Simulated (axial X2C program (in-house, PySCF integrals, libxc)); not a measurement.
# InF⁻: from the state search to constants

What are the state, bond length, wavenumber and bond energy of InF⁻, and what does spin–orbit coupling change?

Method: all-electron X2C, In dyall-acv3z, F dyall-av3z; program: an in-house X2C program for linear molecules on PySCF integrals.

All values are calculated.

## Step 1: Set-up

task.json

```json
{
 "zs": [
  49,
  9
 ],
 "q": -1,
 "bas": [
  "dyall-acv3z",
  "dyall-av3z"
 ],
 "levels": [
  "PBE0",
  "HF",
  "PW91"
 ],
 "cc": true,
 "r0": 2.06,
 "thr": -1.0,
 "nmax": 90,
 "npts": 10,
 "nst": 2,
 "ntry": 6
}
```

Keys: zs atomic numbers; q charge; bas basis sets; levels methods (HF also brings MP2); cc coupled cluster on or off; r0 starting distance in Å; thr threshold in hartree for freezing inner shells (an s shell follows its p shell); nmax most natural virtual spinors; npts points asked for on the curve; nst determinants followed; ntry starts of the search.

On the command line:

```sh
> python so2c.py task.json out
```

Spin-free means the one-electron spin-free X2C Hamiltonian; two-component (2c) means X2C with spin–orbit coupling and atomic mean-field two-electron Coulomb and Gaunt terms. Basis: In dyall-acv3z contracted to [12s13p10d5f1g], F dyall-av3z contracted to [7s6p3d2f]; Gaussian nuclei, density fitting. Masses: In 114.904 u, F 18.998 u.

Notation: σ, π±, δ± give the projection m of an orbital's angular momentum (0, ±1, ±2), α and β its spin, Λ and M_S the sums; ω is the projection of a spinor's total angular momentum and Ω the sum. Logs are in hartree.

After this run come: PBE0, spin-free; HF, spin-free; PW91, spin-free; MP2 and beyond, spin-free; A higher determinant, spin-free; PBE0, 2c; HF, 2c; PW91, 2c; MP2 and beyond, 2c; A higher determinant, 2c.

What does the calculation give? Wanted: for each run, Hamiltonian; Re; ωe; De; μ.

As calculated:

Lowest determinant found, spin-free: M_S = 1/2, Λ = 1 (beyond closed shells: π+α).

Lowest determinant found, 2c: Ω = 1/2 (unpaired: ω = 1/2).

| Hamiltonian | level | Re (Å) | ωe (cm⁻¹) | De (eV) | μ (D) |
| --- | --- | --- | --- | --- | --- |
| spin-free | PBE0 | 2.056 | 434 | 2.41 | -0.98 |
| spin-free | HF | 2.032 | 454 | 2.34 | -0.65 |
| spin-free | MP2 | 2.076 | 428 | 2.36 | n/a |
| spin-free | CCSD | 2.069 | 434 | 2.39 | n/a |
| spin-free | CCSD(T) | 2.075 | 430 | 2.39 | n/a |
| spin-free | PW91 | 2.081 | 414 | 2.39 | -1.09 |
| 2c | PBE0 | 2.060 | 429 | 2.36 | -1.06 |
| 2c | HF | 2.038 | 448 | 2.19 | -0.75 |
| 2c | MP2 | 2.081 | 423 | 2.24 | n/a |
| 2c | CCSD | 2.073 | 429 | 2.28 | n/a |
| 2c | CCSD(T) | 2.079 | 426 | 2.28 | n/a |
| 2c | PW91 | 2.086 | 410 | 2.35 | -1.17 |

Dipoles are positive if F is the positive end and refer to the centre of mass.

What this shows: At CCSD(T), going from spin-free to two-component changes Re by +4 mÅ, ωe by -1.0 % and De by -0.11 eV; at least one of these shifts is too large to ignore. The bond energy falls because the coupling lowers the separated atoms more than the molecule.

De refers to In + F-. The state is a single determinant with fixed occupations, the lowest that a limited PBE0 search found. Dissociation energies refer to the lowest single-determinant-based atoms at the same level and basis. Density functionals use the spin component along the axis (collinear). Coupled cluster ran in a truncated set of natural virtual spinors; the MP2 energy of the rest was added. The highest occupied level is positive at some levels of theory, so the basis set holds the extra electron. With the outer-core shells frozen, correlated bond lengths of heavy atoms tend to come out a few hundredths of an ångström too long.
